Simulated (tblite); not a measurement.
# C2H10OSi2: the cost of one run

Programs: tblite 0.8.0 and PySCF 2.14.0. All values are calculated, for the isolated system unless a continuum is named. Atoms count from 0, parts from 1.

## 1. The system as given

15 atoms, charge 0, multiplicity 1; geometry: distance geometry start.

## 2. Geometry optimisation with GFN2-xTB

Job settings and geometry (Å):

```
{"job": {"kind": "relax", "xc": "GFN2-xTB", "basis": "xTB"}, "charge": 0, "multiplicity": 1}
Si    -0.178853    -0.105269    -0.301875
C     -1.109914     1.515485    -0.573585
C     -1.507834    -1.430776    -0.282902
O      0.573731    -0.166968     1.220695
Si     2.296354    -0.025924     1.024773
H      0.782112    -0.350346    -1.361112
H     -0.799573     2.323900     0.089821
H     -2.225307     1.326798    -0.499049
H     -0.904388     1.819602    -1.613768
H     -2.518097    -1.000138    -0.012111
H     -1.500352    -1.906603    -1.269411
H     -1.187662    -2.177625     0.504454
H      2.918899    -1.313194     0.827833
H      2.831103     0.482271     2.329284
H      2.512117     0.896870    -0.086820
```

With the program's defaults for keys left out, this is: GFN2-xTB geometry optimisation, gas phase.

Started as:

```
$ OMP_NUM_THREADS=1 python cluster_run.py task.json out
```

This one command runs all jobs of the session in turn.

**Question.** How long does this first job take on 1 thread of Intel Xeon Platinum 8488C, shared host?

About 2.9 s.
